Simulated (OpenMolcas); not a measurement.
**One shape, several levels: singlet CH3Cl2Si+**

We compute a comparison of 6 runs (HF/3-21G, BLYP/6-31G*, M06-L/6-31G*, PBE/6-31G*, revPBE/6-31G*, B3LYP/6-31G*) of singlet CH3Cl2Si+. 

The calculation is run with OpenMolcas 26.06.

1 further run of the same task is left out (set aside as unsound or not needed).

## (1) The molecule

The species is CH3Cl2Si+ (7 atoms), meant as a singlet with charge +1. As SMILES of the parent species, `[CH2][SiH](Cl)Cl`. The shape is that of a PBE0-D4/def2-TZVP optimisation. This is one conformer, not always the lowest. That shape belongs to the parent species and isn't relaxed for this state.

Bond lengths: C1–Si2 1.823 Å, Si2–Cl3 2.049 Å, Si2–Cl4 2.049 Å, C1–H5 1.085 Å, C1–H6 1.085 Å, Si2–H7 1.475 Å. Angles: C1–Si2–Cl3 110.0°, C1–Si2–Cl4 110.0°, Cl3–Si2–Cl4 107.9°, C1–Si2–H7 112.5°, Cl3–Si2–H7 108.1°, Cl4–Si2–H7 108.2°, Si2–C1–H5 122.1°, Si2–C1–H6 122.1°, H5–C1–H6 115.8°.

## (2) The energy at HF/3-21G (run 1)

Contents of job.inp:

```
* CH3Cl2Si Hartree-Fock
>>> EXPORT MOLCAS_PRINT=2

&GATEWAY
 BasLib=$CurrDir
 Coord
 7
 angstrom
 C       -0.692700       0.892600       0.197500
 Si       0.466300      -0.499500      -0.003900
 Cl       1.593800      -0.235400      -1.694300
 Cl      -0.574000      -2.252500      -0.209200
 H       -1.447700       1.127200      -0.545500
 H       -0.668800       1.540600       1.067500
 H        1.384500      -0.641000       1.142000
 Basis=3-21G
 Group=NoSym

&SEWARD

&SCF
 Charge=1
 Thresholds=1e-10 1e-07 1e-07 1e-05
 PrOrbitals=1 2
```

The basis set 3-21G is read from a file made from the Basis Set Exchange's data (not shown).

Command:

```console
$ export MOLCAS_MEM=1860
$ pymolcas job.inp > job.log
```

What it wrote:

```text
--- Start Module: gateway ---
[...]
--- Stop Module: gateway /rc=_RC_ALL_IS_WELL_ ---
--- Start Module: seward ---
[...]
      Basis functions           54
--- Stop Module: seward /rc=_RC_ALL_IS_WELL_ ---
[...]
--- Start Module: scf ---
[...]
       Convergence after  17 Iterations
[...]
::    Total SCF energy                              -1241.0639484998
[...]
      Total spin, S                                     0.0000000000
[...]
      Total electronic charge=   56.000000
      Total            charge=    1.000000
[...]
      Dipole Moment (debye):
      Origin of the operator (angstrom)=    0.3511   -0.7811   -0.5545
                   X= -4.1258E+00               Y=  7.9925E+00               Z=  4.8065E+00           Total=  1.0198E+01
      Center of Charge (angstrom)
[...]
--- Stop Module: scf /rc=_RC_ALL_IS_WELL_ ---
[...]
```

Run time: 3.9 s. Hardware: 1 thread of Arm Neoverse N1, shared host; peak memory 0.39 GiB.

## (3) The energy at BLYP/6-31G(d) (spherical functions) (run 2)

Contents of test.input:

```
* CH3Cl2Si Kohn-Sham DFT
&GATEWAY
BasLib
$CurrDir
Coord
7
angstrom
C       -0.692700       0.892600       0.197500
Si       0.466300      -0.499500      -0.003900
Cl       1.593800      -0.235400      -1.694300
Cl      -0.574000      -2.252500      -0.209200
H       -1.447700       1.127200      -0.545500
H       -0.668800       1.540600       1.067500
H        1.384500      -0.641000       1.142000
Basis
6-31Gs
Group
NoSym
&SEWARD
GridInput
Grid=UltraFine
End of Grid
&SCF
Charge
1
KSDFT
BLYP
Thresholds
1e-10 1e-07 1e-07 1e-05
PrOrbitals
1 2
```

The basis set 6-31G* is read from a file made from the Basis Set Exchange's data (not shown).

Command:

```console
$ export MOLCAS_MEM=1860
$ pymolcas test.input > test.log
```

What it wrote:

```text
--- Start Module: gateway ---
[...]
--- Stop Module: gateway /rc=_RC_ALL_IS_WELL_ ---
--- Start Module: seward ---
[...]
      Basis functions           74
--- Stop Module: seward /rc=_RC_ALL_IS_WELL_ ---
[...]
--- Start Module: scf ---
[...]
       Convergence after  28 Iterations
[...]
::    Total KS-DFT energy                           -1249.3987057908
[...]
      Total spin, S                                     0.0000000000
[...]
      Total electronic charge=   56.000000
      Total            charge=    1.000000
[...]
      Dipole Moment (debye):
      Origin of the operator (angstrom)=    0.3511   -0.7811   -0.5545
                   X= -2.5771E+00               Y=  4.7122E+00               Z=  2.6191E+00           Total=  5.9754E+00
      Center of Charge (angstrom)
[...]
--- Stop Module: scf /rc=_RC_ALL_IS_WELL_ ---
[...]
```

It took 47 s on 1 thread of Arm Neoverse N1, shared host; peak memory 0.43 GiB.

Run 3 isn't shown in full; the table further down has it.

## (4) A single-point energy at PBE/6-31G(d) (spherical functions) (run 4)

Contents of run.input:

```
* CH3Cl2Si Kohn-Sham DFT
&GATEWAY
BASLIB=$CurrDir
COORD
7
angstrom
C       -0.692700       0.892600       0.197500
Si       0.466300      -0.499500      -0.003900
Cl       1.593800      -0.235400      -1.694300
Cl      -0.574000      -2.252500      -0.209200
H       -1.447700       1.127200      -0.545500
H       -0.668800       1.540600       1.067500
H        1.384500      -0.641000       1.142000
BASIS=6-31Gs
GROUP=NoSym
&SEWARD
GRIDINPUT
Grid=UltraFine
End of Grid
&SCF
CHARGE=1
KSDFT=PBE
THRESHOLDS=1e-10 1e-07 1e-07 1e-05
PRORBITALS=1
```

The basis set 6-31G* is read from a file made from the Basis Set Exchange's data (not shown).

Command:

```console
$ export MOLCAS_MEM=1860
$ pymolcas run.input > run.log
```

What it wrote:

```text
--- Start Module: gateway ---
[...]
--- Stop Module: gateway /rc=_RC_ALL_IS_WELL_ ---
--- Start Module: seward ---
[...]
      Basis functions           74
--- Stop Module: seward /rc=_RC_ALL_IS_WELL_ ---
[...]
--- Start Module: scf ---
[...]
       Convergence after  26 Iterations
[...]
::    Total KS-DFT energy                           -1248.8449849970
[...]
      Total spin, S                                     0.0000000000
[...]
      Total electronic charge=   56.000000
      Total            charge=    1.000000
[...]
      Dipole Moment (debye):
      Origin of the operator (angstrom)=    0.3511   -0.7811   -0.5545
                   X= -2.5690E+00               Y=  4.7080E+00               Z=  2.6249E+00           Total=  5.9712E+00
      Center of Charge (angstrom)
[...]
--- Stop Module: scf /rc=_RC_ALL_IS_WELL_ ---
[...]
```

Run time: 45 s. Hardware: 1 thread of Arm Neoverse N1, shared host; peak memory 0.43 GiB.

Run 5 isn't shown in full; the table further down has it.

## (5) The energy at B3LYP/6-31G(d) (Cartesian functions) (run 6)

Contents of mol.xyz:

```xyz
7

C     -0.692700     0.892600     0.197500
Si     0.466300    -0.499500    -0.003900
Cl     1.593800    -0.235400    -1.694300
Cl    -0.574000    -2.252500    -0.209200
H     -1.447700     1.127200    -0.545500
H     -0.668800     1.540600     1.067500
H      1.384500    -0.641000     1.142000
```

Contents of job.input:

```
* CH3Cl2Si Kohn-Sham DFT
&GATEWAY
BasLib=$CurrDir
Coord=mol.xyz
Basis=6-31Gs
Group=NoSym
&SEWARD
GridInput
Grid=UltraFine
End of Grid
&SCF
Charge=1
KSDFT=B3LYP
Thresholds=1e-10 1e-07 1e-07 1e-05
PrOrbitals=0
```

The basis set 6-31G* is read from a file made from the Basis Set Exchange's data (not shown).

Command:

```console
$ export MOLCAS_MEM=1860
$ pymolcas job.input > job.log
```

What it wrote:

```text
--- Start Module: gateway ---
[...]
--- Stop Module: gateway /rc=_RC_ALL_IS_WELL_ ---
--- Start Module: seward ---
[...]
      Basis functions           78
--- Stop Module: seward /rc=_RC_ALL_IS_WELL_ ---
[...]
--- Start Module: scf ---
[...]
       Convergence after  21 Iterations
[...]
::    Total KS-DFT energy                           -1249.4822167431
[...]
      Total spin, S                                     0.0000000000
[...]
      Total electronic charge=   56.000000
      Total            charge=    1.000000
[...]
      Dipole Moment (debye):
      Origin of the operator (angstrom)=    0.3511   -0.7811   -0.5545
                   X= -3.0001E+00               Y=  5.4905E+00               Z=  3.0526E+00           Total=  6.9617E+00
      Center of Charge (angstrom)
[...]
--- Stop Module: scf /rc=_RC_ALL_IS_WELL_ ---
[...]
```

It took 43 s on 1 thread of Arm Neoverse N1, shared host; peak memory 0.44 GiB.

## (6) The series

```
run                                level  integration grid  Cartesian functions   energy (Eh)  HOMO energy (eV)  LUMO energy (eV)  HOMO–LUMO gap (eV)  wall time
  1                             HF/3-21G                 –                   no  -1241.063948            -17.60             -8.41                9.20      3.9 s
  2    BLYP/6-31G* (spherical functions)         UltraFine                   no  -1249.398706            -13.07            -12.29                0.78       47 s
  3   M06-L/6-31G* (spherical functions)         UltraFine                   no  -1249.411313            -13.53            -12.54                0.99       57 s
  4     PBE/6-31G* (spherical functions)         UltraFine                   no  -1248.844985            -13.25            -12.52                0.72       45 s
  5  revPBE/6-31G* (spherical functions)         UltraFine                   no  -1249.189323            -13.21            -12.46                0.75       60 s
  6   B3LYP/6-31G* (Cartesian functions)         UltraFine                  yes  -1249.482217            -14.24            -12.02                2.22       43 s
```

## (7) Results

| quantity | value |
| --- | --- |
| run 6: total energy | -1249.48222 Eh |
| run 6: HOMO energy | -14.24 eV |
| run 6: LUMO energy | -12.02 eV |
| run 6: HOMO–LUMO gap | 2.22 eV |

**Reading.** The HOMO–LUMO gap runs from 0.72 eV (PBE/6-31G*) to 9.20 eV (HF/3-21G). The two ends differ in method and basis. Totals of different functionals can't be ranked against each other. All runs together took 4.3 min, the longest 60 s.
